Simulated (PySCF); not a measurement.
# [YbOF]−: how tightly the ligands are held

What does it cost to pull a ligand from [YbOF]−? The structure is generated, not taken from experiment.

Method: PBE0, Yb lcecp-0-SVP with ECP60, O def2-SVP, F def2-SVP; scalar-relativistic core potentials, no spin–orbit coupling; program: PySCF 2.14.0.

1 further run of the same task is left out (for a known fault of the program).

## (1) The system as given

3 atoms, charge -1, spin multiplicity 1.

Bond lengths: Yb1–O2 2.050 Å, Yb1–F3 2.173 Å. Angles: O2–Yb1–F3 127.3°.

Coordinates:

```xyz
3
charge -1, multiplicity 1
Yb   -0.00853    0.00000   -0.21097
O     1.83689    0.00000    0.68259
F    -1.94613    0.00000    0.77215
```

Formal oxidation states: Yb +2. Each metal's 14 4f electrons lie in its core potential, so multiplicities, spins and levels count the valence alone. An earlier session relaxed this geometry at PBE0, Yb lcecp-0-SVP with ECP60, O def2-SVP, F def2-SVP (singlet, point group Cs).

## (2) Rigid scan of O

Atom 2 moves along the line from atom 1; the distance is to the donor, the donors' midpoint or the ring centre. Each point starts from the density of the one before.

```csv
distance (Å),energy from the relaxed point (eV)
1.75,1.217
1.85,0.462
1.95,0.098
2.05,0.000
2.15,0.075
2.25,0.260
2.35,0.509
2.50,0.938
```

Wall time 3.2 s (2 threads of Arm Neoverse V1, shared host).

## (3) F taken off

The ligand (atom 3) keeps its formal charge and a closed shell where it can; ligand and rest are solved at the complex's geometry, in vacuum, with the settings of the relaxation.

```csv
part,charge,state,energy (Eh)
complex,-1,singlet,-207.762601
ligand,-1,singlet,-99.594968
rest,0,singlet,-107.995316
```

Wall time 0.4 s (2 threads of Arm Neoverse V1, shared host).

## (4) Rigid scan of F

Atom 3 moves along the line from atom 1; the distance is to the donor, the donors' midpoint or the ring centre. Each point starts from the density of the one before.

```csv
distance (Å),energy from the relaxed point (eV)
1.87,0.821
1.97,0.306
2.07,0.064
2.17,0.000
2.27,0.048
2.37,0.164
2.57,0.496
2.87,1.050
3.27,1.712
3.77,2.361
```

It took 3.5 s on 2 threads of Arm Neoverse V1, shared host.

## (5) Summary of results

| quantity | value |
| --- | --- |
| stiffness of the O contact | 17.4 eV/Å² |
| taking off F | 4.69 eV |
| stiffness of the F contact | 11.2 eV/Å² |

**Reading.** Near 2.05 Å the O contact has a stiffness of about 17.4 eV/Å², and the energy stands 0.94 eV higher at 2.50 Å. Taking off F as a fragment of charge -1 costs 4.69 eV. Near 2.17 Å the F contact has a stiffness of about 11.2 eV/Å², and the energy stands 2.36 eV higher at 3.77 Å. The free anion is solved without diffuse functions, no counterpoise correction is made, and the parts aren't relaxed; each of these makes the binding look larger. These are double-zeta-type bases without diffuse functions. Spin–orbit coupling is left out.
